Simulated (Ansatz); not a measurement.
# Cl₂GeH₄Si: basis-set convergence

Aim: see how fast density functionals converge with the basis set for Cl₂GeH₄Si.

The runs use Ansatz 0.2.0, Gaussian basis; one geometry, several basis sets.

The runs, in order: PBE0-D4/def2-SVP; ωB97M-V/def2-SVP; PBE0-D4/def2-QZVPP; ωB97M-V/def2-QZVPP; the functionals' def2-TZVPP values are taken from earlier runs.

### 1 Structure used throughout

All runs share one geometry, relaxed beforehand with PBE0-D4 in a triple-zeta def2 set.

SMILES `Cl[SiH2][GeH2][Cl]`, 8 atoms, charge 0, spin multiplicity 1.

Atoms are counted from 1 here; the program's logs count them from 0.

Bond lengths: Cl1–Si2 2.053 Å, Si2–Ge3 2.384 Å, Si2–H5 1.484 Å, Si2–H6 1.482 Å, Ge3–Cl4 2.162 Å, Ge3–H7 1.535 Å, Ge3–H8 1.538 Å. Angles: Cl1–Si2–Ge3 108.5°, Cl1–Si2–H5 108.5°, Cl1–Si2–H6 108.9°, Ge3–Si2–H5 110.7°, Ge3–Si2–H6 110.2°, H5–Si2–H6 110.0°, Si2–Ge3–Cl4 106.3°, Si2–Ge3–H7 113.3°, Si2–Ge3–H8 113.2°, Cl4–Ge3–H7 106.7°, Cl4–Ge3–H8 106.6°, H7–Ge3–H8 110.4°.

Geometry (Å):

```xyz
8
charge 0, multiplicity 1
Cl   -2.4807    0.7661    0.0096
Si   -0.7298    0.2188    0.9315
Ge    0.9363   -0.1101   -0.7409
Cl    0.2568   -1.7657   -1.9547
H    -0.3300    1.3024    1.8640
H    -0.9563   -1.0390    1.6817
H     1.0951    1.0917   -1.6833
H     2.3009   -0.5213   -0.1635
```

### 2 PBE0-D4 in def2-SVP

The input, in.yaml:

```yaml
crystal:
  periodic: [false, false, false]
  atoms:
    - {symbol: Cl, position_ang: [-2.480731, 0.766077, 0.009588]}
    - {symbol: Si, position_ang: [-0.729831, 0.218756, 0.931515]}
    - {symbol: Ge, position_ang: [0.936283, -0.110117, -0.740944]}
    - {symbol: Cl, position_ang: [0.256819, -1.765665, -1.954747]}
    - {symbol: H, position_ang: [-0.330021, 1.302373, 1.863975]}
    - {symbol: H, position_ang: [-0.956271, -1.038952, 1.681673]}
    - {symbol: H, position_ang: [1.095086, 1.091689, -1.683337]}
    - {symbol: H, position_ang: [2.300866, -0.521261, -0.163523]}
basis:
  gaussian: {orbitals: def2-SVP}
hamiltonian: {xc: pbe0, dispersion: d4}
output: {orbitals: {seedname: orbitals}}
```

The run is started by

```bash
$ ansatz run in.yaml --threads 4 --pin off --events-out ev --progress --plain --max-ram 10444MiB
```

After this run come: ωB97M-V in def2-SVP; PBE0-D4 in def2-QZVPP; ωB97M-V in def2-QZVPP.

Before running them: what should the planned runs give, taken together? Wanted: PBE0-D4: double and triple zeta above quadruple; ωB97M-V: double and triple zeta above quadruple.

The runs gave:

```
                                       quantity           value
PBE0-D4: double and triple zeta above quadruple  20.91, 2.23 eV
ωB97M-V: double and triple zeta above quadruple  20.75, 2.15 eV
```

In words: For PBE0-D4 the step from double to triple zeta gains 18.68 eV and the next only 2.23 eV. These are total energies; as a rule much of such shifts cancels in differences, which this series doesn't test. The LUMO of ωB97M-V is positive and keeps falling with the basis (1.20 to 0.62 eV): an unbound level that the basis holds in place.
